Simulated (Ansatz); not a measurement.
# GaSiH₃ (triplet): wave-function methods side by side, cc-pVDZ

How much of the correlation energy of GaSiH₃ (triplet) does each wave-function method recover here?

Computed with Ansatz 0.2.0, Gaussian basis. Level: cc-pVDZ, core rule «outside noble gas», up to 19 orbitals frozen.

To be run: UHF; CCSD(T) on ROHF; CCSD(T) on UHF; BCCD(T) on ROHF; CISD; CCSDT(Q) on ROHF; CCSDT(Q) on UHF.

5 further runs of the same task are left out: 2 for a known fault of the program, 3 set aside as unsound or not needed.

## Step 1: The geometry

The geometry is a PBE0/def2-TZVP stationary point (not a proven minimum) of the parent state, kept for this charge and spin. No spin-orbit coupling is included. The filled d shell of Ga may be among the frozen orbitals whatever the setting's name suggests; the logs give the count.

5 atoms, charge 0, spin multiplicity 3.

Atoms are counted from 1 here; the program's logs count them from 0.

Bond lengths: Si1–Ga2 2.262 Å, Si1–H3 1.596 Å, Si1–H4 1.596 Å, Ga2–H5 1.580 Å. Angles: Ga2–Si1–H3 61.1°, Ga2–Si1–H4 61.1°, H3–Si1–H4 81.5°, Si1–Ga2–H5 158.9°.

As a file:

```xyz
5

Si   -0.03225    0.00000    1.61700
Ga   -0.02114    0.00000   -0.64536
H     0.90342    1.04217    0.85118
H     0.90342   -1.04218    0.85117
H     0.55402    0.00000   -2.11713
```

## Step 2: UHF

in.yaml reads:

```yaml
crystal:
  periodic: [false, false, false]
  atoms:
    - {symbol: Si, position_ang: [-0.032247, -0.000001, 1.616996]}
    - {symbol: Ga, position_ang: [-0.021140, 0.000000, -0.645355]}
    - {symbol: H, position_ang: [0.903423, 1.042173, 0.851175]}
    - {symbol: H, position_ang: [0.903422, -1.042175, 0.851174]}
    - {symbol: H, position_ang: [0.554022, 0.000001, -2.117132]}
basis:
  gaussian: {orbitals: cc-pVDZ}
magnetization: {spin_polarized: true, initial_magnetization: 2}
hamiltonian: {xc: hf}
output: {orbitals: {seedname: orbitals}}
```

The run is started by

```
ansatz run in.yaml --threads 1 --pin off --events-out ev --progress --plain --max-ram 4096MiB --backend cpu
```

The runs that follow: CCSD(T) on ROHF; CCSD(T) on UHF; BCCD(T) on ROHF; CISD; CCSDT(Q) on ROHF; CCSDT(Q) on UHF.

Q: Predict the results of all the runs planned. Wanted: UCCSDT(Q) below the RHF energy; RMP2 from UCCSDT(Q); UMP2 from UCCSDT(Q); RCCSD from UCCSDT(Q); RCCSD(T) from UCCSDT(Q); UCCSD(T) from UCCSDT(Q); RCCSDT(Q) from UCCSDT(Q); T1 diagnostic.

As calculated:

| quantity | value |
| --- | --- |
| UCCSDT(Q) below the RHF energy | -5.3608 eV |
| RMP2 from UCCSDT(Q) | +1251.9 meV |
| UMP2 from UCCSDT(Q) | +1259.6 meV |
| RCCSD from UCCSDT(Q) | +227.6 meV |
| RCCSD(T) from UCCSDT(Q) | +56.8 meV |
| UCCSD(T) from UCCSDT(Q) | +49.7 meV |
| RCCSDT(Q) from UCCSDT(Q) | +7.5 meV |
| levels within 1 kcal/mol (43 meV) | RCCSDT, UCCSDT, RCCSDT(Q) |
| T1 diagnostic | 0.029 |

**Reading.** RCCSD(T) lands +56.8 meV from the yardstick (1.1 % of the correlation energy). These misses are within one basis, not against nature; the frozen cores of restricted and unrestricted runs differ, which can shift their rows.
